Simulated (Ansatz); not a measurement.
# C₂H₈Al₂: up Jacob's ladder to CCSD(T)

One table from this session's results is given with a row withheld; the runs are named, their logs left out.

Method: functionals in def2-TZVPP, the program's frozen cores in correlated methods; program: Ansatz 0.2.0, Gaussian basis.

Levels to be run: LDA (SPW92), PBE-D4, revPBE-D4, BLYP-D4, r2SCAN-D4, B97M-V, PBE0-D4, B3LYP-D4, r2SCANh-D4, r2SCAN0-D4, HSE06-D4, BHLYP-D4, CAM-B3LYP-D4, LC-ωPBE, ωB97X-V, ωB97M-V, B2PLYP, PBE-QIDH; CCSD(T)/def2-SVP; CCSD(T)/def2-TZVPP; MP2/def2-QZVPP; extrapolation to the limit; RPA on PBE.

## The geometry

An earlier PBE0-D4 in a triple-zeta def2 set relaxation fixed the geometry.

SMILES `C[CH2][AlH][AlH2]`, 12 atoms, charge 0, spin multiplicity 1.

Atoms are counted from 1 here; the program's logs count them from 0.

Bond lengths: C1–C2 1.527 Å, C1–H5 1.094 Å, C1–H6 1.094 Å, C1–H7 1.094 Å, C2–Al3 1.969 Å, C2–H8 1.099 Å, C2–H9 1.099 Å, Al3–Al4 2.597 Å, Al3–H10 1.601 Å, Al4–H11 1.598 Å, Al4–H12 1.598 Å. Angles: C2–C1–H5 111.6°, C2–C1–H6 112.5°, C2–C1–H7 111.6°, H5–C1–H6 106.9°, H5–C1–H7 106.8°, H6–C1–H7 106.9°, C1–C2–Al3 116.7°, C1–C2–H8 110.5°, C1–C2–H9 110.5°, Al3–C2–H8 107.1°, Al3–C2–H9 107.1°, H8–C2–H9 104.2°, C2–Al3–Al4 121.9°, C2–Al3–H10 116.8°, Al4–Al3–H10 121.3°, Al3–Al4–H11 122.4°, Al3–Al4–H12 122.4°, H11–Al4–H12 115.2°.

The first run:

Input file in.yaml:

```yaml
crystal:
  periodic: [false, false, false]
  atoms:
    - {symbol: C, position_ang: [-0.753535, 1.511573, -0.046382]}
    - {symbol: C, position_ang: [0.265346, 0.978474, 0.957618]}
    - {symbol: Al, position_ang: [0.920962, -0.854727, 0.664959]}
    - {symbol: Al, position_ang: [0.091829, -2.307961, -1.321879]}
    - {symbol: H, position_ang: [-0.350285, 1.521885, -1.063651]}
    - {symbol: H, position_ang: [-1.070533, 2.534045, 0.181440]}
    - {symbol: H, position_ang: [-1.657464, 0.895176, -0.069816]}
    - {symbol: H, position_ang: [1.146175, 1.634194, 0.996501]}
    - {symbol: H, position_ang: [-0.143842, 1.015514, 1.976797]}
    - {symbol: H, position_ang: [1.993892, -1.412796, 1.713983]}
    - {symbol: H, position_ang: [-1.179881, -3.268566, -1.208792]}
    - {symbol: H, position_ang: [0.814437, -2.301813, -2.746878]}
basis:
  gaussian: {orbitals: def2-TZVPP}
hamiltonian: {xc: lda}
output: {orbitals: {seedname: orbitals}}
```

On the command line:

```sh
$ ansatz run in.yaml --threads 2 --pin off --events-out ev --progress --plain --max-ram 4352MiB
```

Among the steps run: LDA; PBE-D4 (GGA); revPBE-D4 (GGA); BLYP-D4 (GGA); r2SCAN-D4 (meta-GGA); B97M-V (meta-GGA); B3LYP-D4 (hybrid); r2SCANh-D4 (hybrid); r2SCAN0-D4 (hybrid); HSE06-D4 (hybrid); BHLYP-D4 (hybrid); CAM-B3LYP-D4 (range-separated); LC-ωPBE (range-separated); ωB97X-V (range-separated); ωB97M-V (range-separated); B2PLYP (double hybrid); PBE-QIDH (double hybrid).

One of the session's tables, all rows but one given; the rest of the session is left out.

| functional | HOMO (eV) | LUMO (eV) | gap (eV) |
| --- | --- | --- | --- |
| LDA (SPW92) | -5.68 | -2.95 | 2.73 |
| PBE-D4 | -5.61 | -2.73 | 2.88 |
| revPBE-D4 | -5.57 | -2.62 | 2.95 |
| BLYP-D4 | -5.47 | -2.56 | 2.91 |
| r2SCAN-D4 | -5.82 | -2.50 | 3.32 |
| B97M-V | -5.88 | -2.73 | 3.15 |
| PBE0-D4 | -6.62 | -1.98 | 4.64 |
| B3LYP-D4 | -6.44 | -2.14 | 4.30 |
| r2SCANh-D4 | -6.19 | -2.24 | 3.95 |
| r2SCAN0-D4 | ? | ? | ? |
| HSE06-D4 | -6.23 | -2.35 | 3.88 |
| BHLYP-D4 | -7.53 | -1.16 | 6.37 |
| CAM-B3LYP-D4 | -7.84 | -1.00 | 6.84 |
| LC-ωPBE | -9.11 | 0.03 | 9.14 |
| ωB97X-V | -8.81 | -0.08 | 8.72 |
| ωB97M-V | -8.54 | -0.35 | 8.18 |

**Question.** Estimate the row for r2SCAN0-D4.

Worked estimate for «HOMO (eV)». Against the share of exact exchange, r2SCAN-D4 (0, -5.82), r2SCANh-D4 (0.1, -6.19) give a slope of -3.70 per unit share; at 0.25 the line stands at -6.74.

As computed: HOMO (eV): -6.75; LUMO (eV): -1.86; gap (eV): 4.89. In «HOMO (eV)» the line misses by +0.01.
